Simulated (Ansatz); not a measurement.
# Cl2CrS2 (CrS2Cl2): the cost of one run

Program: Ansatz 0.2.0, Gaussian basis. Level of theory: the settings change from run to run. These are calculated values, not measurements.

### Step 1. The geometry

The structure was relaxed beforehand with r2SCAN-D4/def2-SVP.

5 atoms, charge 0, spin multiplicity 1.

Atoms are counted from 1 here; the program's logs count them from 0.

Bond lengths: Cr1–S2 1.974 Å, Cr1–S3 1.974 Å, Cr1–Cl4 2.114 Å, Cr1–Cl5 2.114 Å. Angles: S2–Cr1–S3 108.9°, S2–Cr1–Cl4 109.1°, S2–Cr1–Cl5 109.1°, S3–Cr1–Cl4 109.1°, S3–Cr1–Cl5 109.1°, Cl4–Cr1–Cl5 111.6°.

Geometry (Å):

```
Cr    0.01364   -0.00003    0.00956
S     0.03207   -0.01604    1.98302
S     1.87444    0.01111   -0.64803
Cl   -0.96554    1.75107   -0.65805
Cl   -0.95461   -1.74612   -0.68650
```

### Step 2. wB97X-V/def2-TZVP

This run has unrestricted orbitals.

in.yaml

```yaml
crystal:
  periodic: [false, false, false]
  atoms:
    - {symbol: Cr, position_ang: [0.013636, -0.000025, 0.009562]}
    - {symbol: S, position_ang: [0.032066, -0.016037, 1.983023]}
    - {symbol: S, position_ang: [1.874445, 0.011108, -0.648027]}
    - {symbol: Cl, position_ang: [-0.965539, 1.751069, -0.658053]}
    - {symbol: Cl, position_ang: [-0.954608, -1.746115, -0.686504]}
basis:
  gaussian: {orbitals: def2-TZVP}
magnetization: {spin_polarized: true, initial_magnetization: 0}
hamiltonian: {xc: {name: wB97X-V}}
scf: {omitted_lower_state_checks: [starts]}
```

The run is started by

```bash
$ ansatz run in.yaml --threads 4 --pin off --events-out ev --progress --plain --max-ram 3916MiB
```

Q: Estimate wall time and peak memory on 4 threads of Arm Neoverse V1, shared host.

About 1.8 min, with a peak of 1.6 GiB.
